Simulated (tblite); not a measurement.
# C7H12AlN: the cost of one run

Programs: PySCF 2.14.0 with density-fitted response routines of our own, and tblite 0.8.0. All values are computed, except where a source is named. Atoms count from 0 throughout.

## (1) The molecule as given

21 atoms, charge 0, multiplicity 1; geometry from: force field or distance geometry start.

Bonds of the start (Å): Al5–C6 2.01, Al5–H15 1.58, C0–C1 1.19, C0–H9 1.07, C1–C2 1.49, C2–H10 1.11, C2–H11 1.10, C2–N3 1.47, C4–H12 1.11, C4–H13 1.10, C4–H14 1.11, C6–C7 1.51, C6–H16 1.12, C6–H17 1.10, C7–C8 1.34, C7–H18 1.08, C8–H19 1.09, C8–H20 1.08, N3–Al5 1.94, N3–C4 1.48.

## (2) GFN2-xTB relaxation, start minimum

Job settings and geometry (Å):

```
{"job": {"xc": "GFN2-xTB", "basis": "xTB", "kind": "relax"}, "charge": 0, "multiplicity": 1}
C     -3.324300     1.176500    -0.136400
C     -2.531100     0.344500     0.167300
C     -1.531600    -0.684300     0.560800
N     -0.992900    -1.330500    -0.649700
C     -0.314700    -2.585800    -0.256400
Al     0.257900    -0.200700    -1.601300
C      0.740800     1.615500    -0.896400
C      2.191600     1.676600    -0.491500
C      2.634200     1.089900     0.625400
H     -4.044800     1.915300    -0.406000
H     -2.076000    -1.420000     1.195900
H     -0.739300    -0.220200     1.170800
H      0.079300    -3.093900    -1.157200
H     -1.030500    -3.285700     0.206500
H      0.518300    -2.380800     0.448400
H      0.991700    -0.752900    -2.892300
H      0.096800     1.878300    -0.024300
H      0.548700     2.339700    -1.704200
H      2.883800     2.216700    -1.120300
H      1.957600     0.553100     1.284700
H      3.675700     1.165500     0.894800
```

The run is started by

```sh
$ OMP_NUM_THREADS=1 python ens_run.py task.json out
```

This one command runs the whole study; its stages follow in the order run.

**Question.** How long does this first job take on 1 thread of Arm Neoverse N1, shared host?

About 4.9 s.
